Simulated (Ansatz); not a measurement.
# La2ZrO4: the cost of one run

Method: DFT PBE, scalar-relativistic, plane waves, PAW, unless a step names another level, in Ansatz 0.2.0.

4 further runs of the same task are left out: 3 that didn't finish, 1 set aside as unsound or not needed.

## (1) Starting point

It takes space group Pbam (No. 55, orthorhombic). Conventional cell: a = 6.297 Å, b = 9.802 Å, c = 3.460 Å, α = 90.00°, β = 90.00°, γ = 90.00°. Around La (site symmetry m) lie 7 O at 2.54 to 2.88 Å. Zr (site symmetry 2/m) has 6 O at 2.12 to 2.19 Å as nearest neighbours. Around O (site symmetry m) lie 1 Zr at 2.12 Å and 4 La at 2.54 Å. O (site symmetry m) is surrounded by 2 Zr at 2.19 Å and 3 La at 2.55 to 2.88 Å.

As a file:

```
CELL_PARAMETERS angstrom
6.29734 0.00000 0.00000
0.00000 9.80174 0.00000
0.00000 0.00000 3.46012
ATOMIC_POSITIONS crystal
La 0.55805 0.17027 0.50000
La 0.44195 0.82973 0.50000
La 0.05805 0.32973 0.50000
La 0.94195 0.67027 0.50000
Zr 0.50000 0.50000 0.00000
Zr 0.00000 0.00000 0.00000
O 0.64875 0.69455 0.00000
O 0.35125 0.30545 0.00000
O 0.31704 0.57183 0.50000
O 0.68296 0.42817 0.50000
O 0.14875 0.80545 0.00000
O 0.85125 0.19455 0.00000
O 0.81704 0.92817 0.50000
O 0.18296 0.07183 0.50000
```

It came out lowest among 19 distinct ends of the trial cells. At a tolerance of 0.05 Å it has space group Pbam (No. 55).

## (2) Static run: bands, density of states and charges

input.yaml reads:

```yaml
crystal:
  lattice:
    - [6.2973355942, 0.0, 0.0]
    - [0.0, 9.8017383027, 0.0]
    - [0.0, 0.0, 3.4601192707]
  atoms:
    - { symbol: La, position: [0.5580472226, 0.1702653464, 0.5] }
    - { symbol: La, position: [0.4419527774, 0.8297346536, 0.5] }
    - { symbol: La, position: [0.0580472226, 0.3297346536, 0.5] }
    - { symbol: La, position: [0.9419527774, 0.6702653464, 0.5] }
    - { symbol: Zr, position: [0.5, 0.5, 0.0] }
    - { symbol: Zr, position: [0.0, 0.0, 0.0] }
    - { symbol: O, position: [0.6487535672, 0.6945473671, 0.0] }
    - { symbol: O, position: [0.3512464328, 0.3054526329, 0.0] }
    - { symbol: O, position: [0.3170406503, 0.5718250606, 0.5] }
    - { symbol: O, position: [0.6829593497, 0.4281749394, 0.5] }
    - { symbol: O, position: [0.1487535672, 0.8054526329, 0.0] }
    - { symbol: O, position: [0.8512464328, 0.1945473671, 0.0] }
    - { symbol: O, position: [0.8170406503, 0.9281749394, 0.5] }
    - { symbol: O, position: [0.1829593497, 0.0718250606, 0.5] }
basis:
  ecutwfc: 420
kpoints:
  mp_grid: { grid: [6, 4, 10] }
  band_path:
    path:
      - [[0.0, 0.0, 0.0], [0.5, 0.0, 0.0], [0.5, 0.5, 0.0], [0.0, 0.5, 0.0], [0.0, 0.0, 0.0], [0.0, 0.0, 0.5], [0.5, 0.0, 0.5], [0.5, 0.5, 0.5], [0.0, 0.5, 0.5], [0.0, 0.0, 0.5]]
      - [[0.5, 0.0, 0.0], [0.5, 0.0, 0.5]]
      - [[0.0, 0.5, 0.0], [0.0, 0.5, 0.5]]
      - [[0.5, 0.5, 0.0], [0.5, 0.5, 0.5]]
    npoints: 10
hamiltonian:
  xc: pbe
scf:
  occupations: { method: gaussian, width: 0.1 }
  n_extra_bands: 35
output:
  forces: true
  stress: true
  eigenvalues: true
  populations: true
  dos: { projected: true, de: 0.02, nscf_kmesh: { grid: [8, 5, 12] } }
  bader: false
  write_density: true
  write_potential: true
  elf: true
  volumetric_format: npy
```

Launch:

```
> ansatz run input.yaml --threads 1 --pin off --max-ram 2560MiB --backend cpu --events-out ev --progress --plain --runs-dir out
```

**Question.** How long does this run take on 1 thread of Arm Neoverse V2, shared host, and how much memory does it need?

About 4.6 min, with a peak of 1.7 GiB.
